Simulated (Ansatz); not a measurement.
# Zr2O: the cost of one run

Computed with Ansatz 0.2.0 (DFT r2SCAN, scalar-relativistic, plane waves, PAW, unless a step's input says otherwise).

1 further run of the same task is left out (set aside as unsound or not needed). Runs told in other sessions of the task aren't counted.

## (1) The structure to begin with

It takes space group Pn-3m (No. 224, cubic). Conventional cell: a = 4.846 Å, b = 4.846 Å, c = 4.846 Å, α = 90.00°, β = 90.00°, γ = 90.00°. Zr (site symmetry -3m) is surrounded by 2 O at 2.10 Å. O (site symmetry -43m) is surrounded by 4 Zr at 2.10 Å.

Coordinates:

```cif
data_structure
_symmetry_space_group_name_H-M 'P 1'
_symmetry_Int_Tables_number 1
_cell_length_a 4.8457
_cell_length_b 4.8457
_cell_length_c 4.8457
_cell_angle_alpha 90.000
_cell_angle_beta 90.000
_cell_angle_gamma 90.000
_cell_volume 113.78
loop_
_atom_site_label
_atom_site_type_symbol
_atom_site_fract_x
_atom_site_fract_y
_atom_site_fract_z
_atom_site_occupancy
Zr1 Zr 0.25000 0.25000 0.75000 1
Zr2 Zr 0.75000 0.25000 0.25000 1
Zr3 Zr 0.25000 0.75000 0.25000 1
Zr4 Zr 0.75000 0.75000 0.75000 1
O1 O 0.00000 0.00000 0.00000 1
O2 O 0.50000 0.50000 0.50000 1
```

It goes back to an entry of the Materials Project, which need not be the stable form.

This cell was relaxed beforehand with the same method: volume 18.96 Å³/atom, gap on the mesh none (metal).

## (2) Zero of energy

The reference gives a free energy of -17922.5274 eV, pressure -0.07 GPa, largest force 0.000 eV/Å and gap on the mesh none (metal). It was computed beforehand with the settings of the runs below.

## (3) Harmonic modes of this cell

input.yaml reads:

```yaml
crystal:
  lattice:
    - [4.8457251933, 0.0, 0.0]
    - [0.0, 4.8457251933, 0.0]
    - [0.0, 0.0, 4.8457251933]
  atoms:
    - { symbol: Zr, position: [0.25, 0.25, 0.75] }
    - { symbol: Zr, position: [0.75, 0.25, 0.25] }
    - { symbol: Zr, position: [0.25, 0.75, 0.25] }
    - { symbol: Zr, position: [0.75, 0.75, 0.75] }
    - { symbol: O, position: [0.0, 0.0, 0.0] }
    - { symbol: O, position: [0.5, 0.5, 0.5] }
basis:
  ecutwfc: 500
kpoints:
  mp_grid: { grid: [10, 10, 10] }
hamiltonian:
  xc: r2scan
scf:
  occupations: { method: gaussian, width: 0.15 }
output:
  eigenvalues: true
phonons:
  method: fd
  supercell: [1, 1, 1]
  amplitude: 0.02
  eigenvectors: true
  dielectric: false
```

Started as:

```sh
$ ansatz run input.yaml --threads 2 --pin off --max-ram 5120MiB --backend cpu --events-out ev --progress --plain --runs-dir out
```

**Question.** How long does this run take on 2 threads of Intel Xeon 6975P-C (Granite Rapids), shared host, and how much memory does it need?

About 1.7 min, with a peak of 1.7 GiB.
